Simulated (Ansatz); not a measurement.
# AlClH5NOSi: the cost of one run

Program: Ansatz 0.2.0. Level of theory: RKS PBE-D4/STO-3G. These are calculated values, not measurements.

## Step 1: Starting point

Bond lengths: Al1–Cl2 2.230 Å, Al1–N3 1.920 Å, N3–H4 1.060 Å, N3–H5 1.060 Å, Al1–O6 1.780 Å, O6–Si7 1.680 Å, Si7–H8 1.460 Å, Si7–H9 1.460 Å, Si7–H10 1.460 Å. Angles: Cl2–Al1–N3 120.0°, Cl2–Al1–O6 120.0°, N3–Al1–O6 120.0°, Al1–N3–H4 120.0°, Al1–N3–H5 120.0°, H4–N3–H5 120.0°, Al1–O6–Si7 125.0°, O6–Si7–H8 109.5°, O6–Si7–H9 109.5°, O6–Si7–H10 109.5°, H8–Si7–H9 109.4°, H8–Si7–H10 109.4°, H9–Si7–H10 109.4°.

Structure file:

```xyz
10

Al    0.0000    0.0000    0.0000
Cl    0.0000    0.0000    2.2300
N     1.6627    0.0000   -0.9600
H     2.1293   -0.9179   -1.2118
H     2.1141    0.9179   -1.2382
O    -1.5415    0.0000   -0.8900
Si   -2.6907   -1.2238   -0.8267
H    -2.2881   -2.2198    0.1620
H    -3.9833   -0.6595   -0.4496
H    -2.8007   -1.8572   -2.1376
```

## Step 2: Relaxing the start

Input file input.yaml:

```yaml
crystal:
  periodic: [false, false, false]
  atoms:
    - { symbol: Al, position_ang: [0.0, 0.0, 0.0] }
    - { symbol: Cl, position_ang: [0.0, 0.0, 2.23] }
    - { symbol: "N", position_ang: [1.6627, 0.0, -0.96] }
    - { symbol: H, position_ang: [2.1293, -0.9179, -1.2118] }
    - { symbol: H, position_ang: [2.1141, 0.9179, -1.2382] }
    - { symbol: O, position_ang: [-1.5415, 0.0, -0.89] }
    - { symbol: Si, position_ang: [-2.6907, -1.2238, -0.8267] }
    - { symbol: H, position_ang: [-2.2881, -2.2198, 0.162] }
    - { symbol: H, position_ang: [-3.9833, -0.6595, -0.4496] }
    - { symbol: H, position_ang: [-2.8007, -1.8572, -2.1376] }
basis:
  gaussian: { orbitals: STO-3G }
hamiltonian:
  xc: pbe
  dispersion: d4
relax:
  f_tol: 0.02
  max_steps: 40
```

Launch:

```
> ansatz run input.yaml --threads 1 --pin off --max-ram 2048MiB --backend cpu --events-out ev --progress --plain --runs-dir out
```

Q: Estimate wall time and peak memory on 1 thread of Intel Xeon 6975P-C (Granite Rapids), shared host.

About 28 s, with a peak of 0.2 GiB.
